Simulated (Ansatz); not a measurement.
# revPBE/6-31G(d) (spherical functions) run of AlGeNH4O (SMILES [NH2][GeH]1[O][AlH]1)

What is the vertical ionisation energy of AlGeNH4O at revPBE/6-31G* (spherical functions)? 

The results are computed with Ansatz 0.2.0.

128 further runs of the same task are left out: 128 set aside as unsound or not needed.

## Step 1: The molecule

AlGeNH4O has 8 atoms, charge 0, and is taken as a singlet. As SMILES, `[NH2][GeH]1[O][AlH]1`. The coordinates come from a PBE0-D4/def2-TZVP relaxation. This is one conformer, not always the lowest.

Bond lengths: N1–Ge2 1.822 Å, Ge2–O3 1.896 Å, Ge2–Al4 2.331 Å, O3–Al4 1.699 Å, N1–H5 1.009 Å, N1–H6 1.008 Å, Ge2–H7 1.543 Å, Al4–H8 1.577 Å. Some angles: N1–Ge2–O3 114.7°, N1–Ge2–Al4 126.9°, O3–Ge2–Al4 46.0°, Ge2–O3–Al4 80.7°, Ge2–Al4–O3 53.4°, N1–Ge2–H7 103.9°, O3–Ge2–H7 108.8°, Al4–Ge2–H7 128.4°, Ge2–N1–H5 116.8°, Ge2–N1–H6 117.5°.

## Step 2: The energy at revPBE/6-31G(d) (spherical functions)

Contents of job.yaml:

```yaml
crystal:
  periodic: [false, false, false]
  atoms:
    - {symbol: N, position_ang: [-1.000700, 1.330400, 0.514400]}
    - {symbol: Ge, position_ang: [0.239100, 0.000100, 0.626900]}
    - {symbol: O, position_ang: [1.177500, -0.346000, -0.983500]}
    - {symbol: Al, position_ang: [0.431500, -1.856900, -0.769100]}
    - {symbol: H, position_ang: [-0.662600, 2.276400, 0.611900]}
    - {symbol: H, position_ang: [-1.682100, 1.271200, -0.226100]}
    - {symbol: H, position_ang: [1.237900, 0.511900, 1.685400]}
    - {symbol: H, position_ang: [0.351700, -3.244100, -1.515600]}
basis:
  gaussian: {orbitals: 6-31G_st_-spherical.json}
hamiltonian: {xc: {name: revPBE}}
accuracy: high
output: {orbitals: {seedname: orbitals}}
```

The basis set 6-31G* is read from a file made from the Basis Set Exchange's data (not shown).

Command:

```bash
$ ansatz run job.yaml --threads 1 --pin off --max-ram 3480MiB --events-out events.jsonl --progress --plain --runs-dir runs
```

Standard output:

```text
Warning: RAYON_NUM_THREADS=1 ignored (pool sized by the plan → 1); use --threads N
Functional definition: revPBE
  name "revPBE"
  parameter kappa = 1.245
  parameter beta = 0.06672455060314922
  exchange = pbe_x(kappa = kappa, mu = beta*pi^2/3)
  correlation = pbe_c(beta = beta)
1871 factors; integrals over basis functions are off by at most 4.7e-9 eV
mean field evaluation 1: about -66687.0817 eV, gradient 8.9e1 eV
mean field evaluation 2: about -66498.9176 eV, gradient 2.3e2 eV
mean field evaluation 4: about -66698.7142 eV, gradient 4.4e1 eV
mean field evaluation 8: about -66702.5898 eV, gradient 4.7e-1 eV
mean field evaluation 16: about -66702.5813 eV, gradient 2.4e-4 eV
mean field -66702.58128900 eV, -2451.2746497372 hartree, gradient 2.3e-8 eV, S^2 0.000000; 0 other end points of the search recorded, 0 dependent functions left out
reference -66702.58129433 eV, -2451.2746499332 hartree; 32, 32 occupied and 54, 54 virtual orbitals, 1871 factors
Total energy: -66702.58129433 eV, -2451.2746499332 hartree
```

Wall time 7.5 s (1 thread of Arm Neoverse V2, shared host); peak memory 0.22 GiB.

## Step 3: The doublet cation at the same level

job.yaml, as its differences from that of step 2:

```diff
@@ -3,3 +3,3 @@
   atoms:
-    - {symbol: N, position_ang: [-1.000700, 1.330400, 0.514400]}
+    - {symbol: "N", position_ang: [-1.000700, 1.330400, 0.514400]}
     - {symbol: Ge, position_ang: [0.239100, 0.000100, 0.626900]}
@@ -13,2 +13,4 @@
   gaussian: {orbitals: 6-31G_st_-spherical.json}
+total_charge: 1
+magnetization: {spin_polarized: true, initial_magnetization: 1}
 hamiltonian: {xc: {name: revPBE}}
```

The basis set 6-31G* is read from a file made from the Basis Set Exchange's data (not shown).

Command:

```bash
$ ansatz run job.yaml --threads 1 --pin off --max-ram 3480MiB --events-out events.jsonl --progress --plain --runs-dir runs
```

Standard output, cut to the lines that bear on the results:

```text
Warning: RAYON_NUM_THREADS=1 ignored (pool sized by the plan → 1); use --threads N
[... 6 set-up lines as earlier in the session ...]
1868 factors; integrals over basis functions are off by at most 4.7e-9 eV
mean field evaluation 1: about -66663.0612 eV, gradient 8.7e1 eV
mean field evaluation 2: about -66395.1844 eV, gradient 1.8e2 eV
mean field evaluation 4: about -66672.8896 eV, gradient 7.0e1 eV
mean field evaluation 8: about -66694.6257 eV, gradient 1.9e0 eV
mean field evaluation 16: about -66694.6363 eV, gradient 4.2e-3 eV
mean field evaluation 32: about -66693.9462 eV, gradient 3.2e0 eV
mean field -66694.63633404 eV, -2450.9826780278 hartree, gradient 6.3e-8 eV, S^2 0.752827; 1 other end points of the search recorded, 0 dependent functions left out
reference -66694.63633962 eV, -2450.9826782329 hartree; 32, 31 occupied and 54, 55 virtual orbitals, 1868 factors
Total energy: -66694.63633962 eV, -2450.9826782329 hartree
```

It took 14 s on 1 thread of Arm Neoverse V2, shared host; peak memory 0.28 GiB.

## Step 4: What came out

Level: revPBE/6-31G* (spherical functions).

| quantity | value |
| --- | --- |
| singlet AlGeNH4O: total energy | -2451.27465 Eh |
| singlet AlGeNH4O: HOMO energy | -5.02 eV |
| singlet AlGeNH4O: LUMO energy | -1.85 eV |
| singlet AlGeNH4O: HOMO–LUMO gap | 3.17 eV |
| doublet cation: total energy | -2450.98268 Eh |
| doublet cation: HOMO energy (highest over α and β) | -11.54 eV |
| doublet cation: LUMO energy (lowest over α and β) | -10.87 eV |
| doublet cation: ⟨S²⟩ | 0.753 |
| vertical ionisation energy (to the doublet cation) | 7.945 eV |

What this shows: Removing an electron at fixed nuclei costs 7.94 eV (183 kcal/mol). The negative HOMO energy of the first species, 5.02 eV, lies 2.93 eV below that difference.
